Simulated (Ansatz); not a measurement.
# CH₆GeSe: basis-set convergence

The task here is to estimate one member of a computed series from the others.

Computed with Ansatz 0.2.0, Gaussian basis. Level: one geometry, several basis sets.

The runs, in order: PBE0-D4/def2-SVP; ωB97M-V/def2-SVP; PBE0-D4/def2-QZVPP; ωB97M-V/def2-QZVPP; the functionals' def2-TZVPP values are taken from earlier runs.

**Structure used throughout**

An earlier PBE0-D4 in a triple-zeta def2 set relaxation fixed the geometry.

SMILES `C[Se][GeH3]`, 9 atoms, charge 0, spin multiplicity 1.

Atoms are counted from 1 here; the program's logs count them from 0.

Bond lengths: C1–Se2 1.956 Å, C1–H4 1.088 Å, C1–H5 1.089 Å, C1–H6 1.088 Å, Se2–Ge3 2.344 Å, Ge3–H7 1.534 Å, Ge3–H8 1.539 Å, Ge3–H9 1.539 Å. Angles: Se2–C1–H4 110.5°, Se2–C1–H5 106.3°, Se2–C1–H6 110.5°, H4–C1–H5 109.4°, H4–C1–H6 110.6°, H5–C1–H6 109.4°, C1–Se2–Ge3 96.7°, Se2–Ge3–H7 106.7°, Se2–Ge3–H8 110.1°, Se2–Ge3–H9 110.1°, H7–Ge3–H8 110.5°, H7–Ge3–H9 110.5°, H8–Ge3–H9 108.9°.

As a file:

```
atom    x (Å)    y (Å)    z (Å)
  C1  -0.8179   1.0641  -0.9121
 Se2   1.0657   0.5393  -0.8532
 Ge3   0.8546  -1.0394   0.8670
  H4  -1.4425   0.2110  -1.1704
  H5  -0.9006   1.8221  -1.6894
  H6  -1.1245   1.4890   0.0419
  H7   2.2536  -1.6201   1.1078
  H8  -0.1251  -2.1499   0.4474
  H9   0.3250  -0.3624   2.1438
```

The first run:

in.yaml reads:

```yaml
crystal:
  periodic: [false, false, false]
  atoms:
    - {symbol: C, position_ang: [-0.817874, 1.064082, -0.912070]}
    - {symbol: Se, position_ang: [1.065711, 0.539330, -0.853234]}
    - {symbol: Ge, position_ang: [0.854568, -1.039395, 0.866999]}
    - {symbol: H, position_ang: [-1.442545, 0.211006, -1.170371]}
    - {symbol: H, position_ang: [-0.900581, 1.822065, -1.689389]}
    - {symbol: H, position_ang: [-1.124474, 1.489000, 0.041929]}
    - {symbol: H, position_ang: [2.253633, -1.620141, 1.107820]}
    - {symbol: H, position_ang: [-0.125084, -2.149855, 0.447446]}
    - {symbol: H, position_ang: [0.325046, -0.362391, 2.143770]}
basis:
  gaussian: {orbitals: def2-SVP}
hamiltonian: {xc: pbe0, dispersion: d4}
output: {orbitals: {seedname: orbitals}}
```

Launch:

```
$ ansatz run in.yaml --threads 4 --pin off --events-out ev --progress --plain --max-ram 10444MiB
```

Steps of the session up to this table: PBE0-D4 in def2-SVP; ωB97M-V in def2-SVP; PBE0-D4 in def2-QZVPP; ωB97M-V in def2-QZVPP.

One table of the session follows, with a row left open; its other results are not shown here.

It belongs to the step «Density functionals: the series». 

| functional | basis | HOMO (eV) | LUMO (eV) |
| --- | --- | --- | --- |
| PBE0-D4 | def2-SVP | -6.37 | 0.08 |
| PBE0-D4 | def2-TZVPP | -6.47 | -0.19 |
| PBE0-D4 | def2-QZVPP | ? | ? |
| ωB97M-V | def2-SVP | -8.51 | 2.00 |
| ωB97M-V | def2-TZVPP | -8.63 | 1.59 |
| ωB97M-V | def2-QZVPP | -8.64 | 1.25 |

**Question.** Estimate the row for PBE0-D4, def2-QZVPP.

The run gave: HOMO (eV): -6.49; LUMO (eV): -0.33. In the column «HOMO (eV)» it lies between ωB97M-V, def2-SVP (-8.51) and PBE0-D4, def2-TZVPP (-6.47).
